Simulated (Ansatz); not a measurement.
# Bi3Br2: a trial structure relaxed

Where does Bi3Br2 go from the start given, anti-corundum type (R-3c, No. 167)?

Method: DFT PBE, scalar-relativistic, plane waves, PAW, in Ansatz 0.2.0.

1 further run of the same task is left out (it didn't finish).

## 1. Starting point

It takes space group R-3c (No. 167, trigonal). The conventional cell has a = 7.316 Å, b = 7.316 Å, c = 19.975 Å, α = 90.00°, β = 90.00°, γ = 120.00°. Around Bi (site symmetry 2) lie 4 Br at 2.85 to 3.03 Å. Around Br (site symmetry 3) lie 6 Bi at 2.85 to 3.03 Å.

Structure file:

```
CELL_PARAMETERS angstrom
3.65815 2.11204 6.65839
-3.65815 2.11204 6.65839
0.00000 -4.22407 6.65839
ATOMIC_POSITIONS crystal
Bi 0.05625 0.44375 0.75000
Bi 0.75000 0.05625 0.44375
Bi 0.44375 0.75000 0.05625
Bi 0.94375 0.55625 0.25000
Bi 0.25000 0.94375 0.55625
Bi 0.55625 0.25000 0.94375
Br 0.85218 0.85218 0.85218
Br 0.64782 0.64782 0.64782
Br 0.14782 0.14782 0.14782
Br 0.35218 0.35218 0.35218
```

(A quick probe on a coarse mesh, which set the mesh and smearing, is not shown.)

## 3. Coarse relaxation

The input, input.yaml:

```yaml
crystal:
  lattice:
    - [3.6581547233, 2.1120366142, 6.6583909437]
    - [-3.6581547233, 2.1120366142, 6.6583909437]
    - [0.0, -4.2240732286, 6.6583909437]
  atoms:
    - { symbol: Bi, position: [0.05625, 0.44375, 0.75] }
    - { symbol: Bi, position: [0.75, 0.05625, 0.44375] }
    - { symbol: Bi, position: [0.44375, 0.75, 0.05625] }
    - { symbol: Bi, position: [0.94375, 0.55625, 0.25] }
    - { symbol: Bi, position: [0.25, 0.94375, 0.55625] }
    - { symbol: Bi, position: [0.55625, 0.25, 0.94375] }
    - { symbol: Br, position: [0.85218, 0.85218, 0.85218] }
    - { symbol: Br, position: [0.64782, 0.64782, 0.64782] }
    - { symbol: Br, position: [0.14782, 0.14782, 0.14782] }
    - { symbol: Br, position: [0.35218, 0.35218, 0.35218] }
basis:
  ecutwfc: 420
kpoints:
  mp_grid: { grid: [3, 3, 3] }
hamiltonian:
  xc: pbe
scf:
  occupations: { method: gaussian, width: 0.1 }
  lower_state_search: "off"
output:
  forces: true
  stress: true
  eigenvalues: true
relax:
  adjacent_minimum: "off"
  f_tol: 0.04
  max_steps: 70
  cell: { stress_tol: 0.4 }
```

On the command line:

```bash
$ ansatz run input.yaml --threads 1 --pin off --max-ram 2560MiB --backend cpu --events-out ev --progress --plain --runs-dir out
```

Further runs follow: the relaxation; second relaxation.

What does the calculation give?

As calculated:

Formation energies count from the elements, computed with the same settings in runs not shown here.

| quantity | value |
| --- | --- |
| cell (conventional) | a = 5.935 Å, b = 5.935 Å, c = 42.618 Å, α = 90.00°, β = 90.00°, γ = 120.00° |
| space group | R-3c (No. 167) |
| volume | 43.34 Å³/atom |
| gap on the mesh | none (metal) |
| formation energy from the elements | -0.081 eV/atom |

**Reading.** The space group stayed R-3c, and from the first guess the volume went from 30.87 to 43.34 Å³/atom. With -0.08 eV/atom it lies under the elements, which doesn't yet make it stable against other compounds of them. Spin-orbit coupling is left out for Bi.
